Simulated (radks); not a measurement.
**Excited configurations of K³⁺**

The task here is to estimate one member of a computed series from the others.

The numbers are computed with radks (a radial shooting solver on a logarithmic mesh, Libxc functionals) version 1 (scalar-relativistic Kohn-Sham, LDA (Slater exchange, Perdew-Wang correlation), spin-unpolarised, spherical densities, point nucleus), except any that are marked as measured or tabulated.

## Starting point

* element: potassium (Z = 19)
* charge: +3
* electrons: 16
* configuration: [Ne] 3s2 3p4

Outer shells as boxes (Hund's rule):

K³⁺
```
[Ne] core
3s [↑↓]
3p [↑↓][↑ ][↑ ]
```

Set-up of the first run:

Settings of this run:

```text
Z 19
configuration [Ne] 3s2 3p4
relativity scalar-relativistic
functional lda,pw
spin unpolarised
nucleus point
c 137.035999084
```

Steps of the session up to this table: Ground configuration: [Ne] 3s2 3p4.

One of the session's tables, all rows but one given; the rest of the session is left out.

It belongs to the step «Ground configuration: [Ne] 3s2 3p4». Radial moments (bohr):

```
level      <r>  outermost maximum (interpolated)  90 % within  nodes
   1s  0.08124                            0.0531        0.145      0
   2s   0.3885                             0.319        0.606      1
   2p   0.3504                             0.262        0.579      0
   3s    1.202                              1.05         1.79      2
   3p        ?                                 ?            ?      ?
```

Q: Estimate the row for 3p from the others.

**Answer.** <r>: 1.293; outermost maximum (interpolated): 1.10; 90 % within: 1.97; nodes: 1. In the column «<r>» it is the highest.

Limits of these values: Spin polarisation and multiplet splitting are left out, so open shells lie too high by an amount that depends on their filling.
